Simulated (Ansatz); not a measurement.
# SnH2Br+ (SMILES [Br][SnH2+]): one structure at several levels

An exercise on one series of results from a longer session: the logs are not shown, and one member is left open.

Computed with Ansatz 0.2.0, Gaussian basis. Level: single points in def2-TZVPP.

Cores are frozen in the correlated methods. Filled d shells of the heavier atoms are correlated. Core potentials replace the inner electrons past krypton, and spin-orbit coupling is left out. B3LYP uses VWN-RPA correlation.

## Starting geometry

SMILES `[Br][SnH2+]`, 4 atoms, charge 1, spin multiplicity 1.

Atoms are counted from 1 here; the program's logs count them from 0.

Bond lengths: Br1–Sn2 2.372 Å, Sn2–H3 1.888 Å, Sn2–H4 1.715 Å. Angles: Br1–Sn2–H3 119.9°, Br1–Sn2–H4 126.2°, H3–Sn2–H4 113.8°.

Coordinates:

```xyz
4

Br   -2.1053    0.2339   -0.7826
Sn    0.1296    0.0770   -0.0044
H     0.7500   -1.5347    0.7592
H     1.2807    1.3475    0.0294
```

Set-up of the first run:

Input file run/in.yaml:

```yaml
crystal:
  periodic: [false, false, false]
  atoms:
    - {symbol: Br, position_ang: [-2.105300, 0.233900, -0.782600]}
    - {symbol: Sn, position_ang: [0.129600, 0.077000, -0.004400]}
    - {symbol: H, position_ang: [0.750000, -1.534700, 0.759200]}
    - {symbol: H, position_ang: [1.280700, 1.347500, 0.029400]}
basis:
  gaussian: {orbitals: def2-TZVPP}
total_charge: 1
correlation: {method: ccsd_t}
output: {forces: true}
```

No record of the launch command was kept for these runs.

Steps of the session up to this table: CCSD(T)/def2-TZVPP; PBE0-D4/def2-TZVPP; wB97M-V/def2-TZVPP; r2SCAN-D4/def2-TZVPP; PBE-D4/def2-TZVPP; BHLYP-D4/def2-TZVPP; B3LYP-D4/def2-TZVPP.

One table of the session follows, with a row left open; its other results are not shown here.

```
   method  RMS force component (eV/Å)  angle to CCSD(T) forces (°)
  CCSD(T)                       0.891                    reference
  PBE0-D4                           ?                            ?
  wB97M-V                       0.917                          2.4
r2SCAN-D4                       0.855                          3.7
   PBE-D4                       0.817                         12.1
 BHLYP-D4                       0.939                          0.5
 B3LYP-D4                       0.882                          9.5
```

Estimate the missing values for PBE0-D4.

As computed: RMS force component (eV/Å): 0.860; angle to CCSD(T) forces (°): 3.1. In the column «RMS force component (eV/Å)» it lies between r2SCAN-D4 (0.855) and B3LYP-D4 (0.882).
